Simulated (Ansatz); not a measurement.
# AlSi16: the cost of one run

All numbers below are computed with Ansatz 0.2.0 (DFT PBEsol, plane waves, PAW, scalar-relativistic, collinear spin).

### 1 The system as given

The cell holds 17 atoms (AlSi16): a = 7.679 Å, b = 7.679 Å, c = 7.679 Å, α = 60.00°, β = 60.00°, γ = 60.00°.

Structure file:

```cif
data_structure
_symmetry_space_group_name_H-M 'P 1'
_symmetry_Int_Tables_number 1
_cell_length_a 7.6792
_cell_length_b 7.6792
_cell_length_c 7.6792
_cell_angle_alpha 60.000
_cell_angle_beta 60.000
_cell_angle_gamma 60.000
_cell_volume 320.21
loop_
_atom_site_label
_atom_site_type_symbol
_atom_site_fract_x
_atom_site_fract_y
_atom_site_fract_z
_atom_site_occupancy
Si1 Si 0.00000 0.00000 0.00000 1
Si2 Si 0.12500 0.12500 0.12500 1
Si3 Si 0.00000 0.00000 0.50000 1
Si4 Si 0.12500 0.12500 0.62500 1
Si5 Si 0.00000 0.50000 0.00000 1
Si6 Si 0.12500 0.62500 0.12500 1
Si7 Si 0.00000 0.50000 0.50000 1
Si8 Si 0.12500 0.62500 0.62500 1
Si9 Si 0.50000 0.00000 0.00000 1
Si10 Si 0.62500 0.12500 0.12500 1
Si11 Si 0.50000 0.00000 0.50000 1
Si12 Si 0.62500 0.12500 0.62500 1
Si13 Si 0.50000 0.50000 0.00000 1
Si14 Si 0.62500 0.62500 0.12500 1
Si15 Si 0.50000 0.50000 0.50000 1
Si16 Si 0.62500 0.62500 0.62500 1
Al1 Al 0.24660 0.24883 0.75788 1
```

### 2 Preparing the start

input.yaml

```yaml
accuracy: low
crystal:
  lattice:
    - [0.0, 5.43, 5.43]
    - [5.43, 0.0, 5.43]
    - [5.43, 5.43, 0.0]
  atoms:
    - { symbol: Si, position: [0.0, 0.0, 0.0] }
    - { symbol: Si, position: [0.125, 0.125, 0.125] }
    - { symbol: Si, position: [0.0, 0.0, 0.5] }
    - { symbol: Si, position: [0.125, 0.125, 0.625] }
    - { symbol: Si, position: [0.0, 0.5, 0.0] }
    - { symbol: Si, position: [0.125, 0.625, 0.125] }
    - { symbol: Si, position: [0.0, 0.5, 0.5] }
    - { symbol: Si, position: [0.125, 0.625, 0.625] }
    - { symbol: Si, position: [0.5, 0.0, 0.0] }
    - { symbol: Si, position: [0.625, 0.125, 0.125] }
    - { symbol: Si, position: [0.5, 0.0, 0.5] }
    - { symbol: Si, position: [0.625, 0.125, 0.625] }
    - { symbol: Si, position: [0.5, 0.5, 0.0] }
    - { symbol: Si, position: [0.625, 0.625, 0.125] }
    - { symbol: Si, position: [0.5, 0.5, 0.5] }
    - { symbol: Si, position: [0.625, 0.625, 0.625] }
    - { symbol: Al, position: [0.2465998, 0.2488344, 0.7578762], spin: 1.0 }
magnetization:
  spin_polarized: true
basis:
  ecutwfc: 420.0
kpoints:
  mp_grid: { grid: [2, 2, 2] }
hamiltonian:
  xc: pbesol
  pseudopotentials: { kind: paw, azcp: { folder: soft_1 } }
scf:
  occupations: { method: fermi_dirac, width: 0.02 }
  lower_state_search: "off"
relax:
  f_tol: 0.08
  max_steps: 25
  adjacent_minimum: "off"
output:
  write_density: true
  write_potential: true
  elf: true
  volumetric_format: npy
```

The run is started by

```bash
ansatz run input.yaml --threads 1 --pin off --max-ram 3072MiB --backend cpu --events-out ev --progress --plain --runs-dir out
```

What time and memory should one allow on 1 thread of Arm Neoverse V2, shared host?

About 82 s, with a peak of 0.68 GiB.
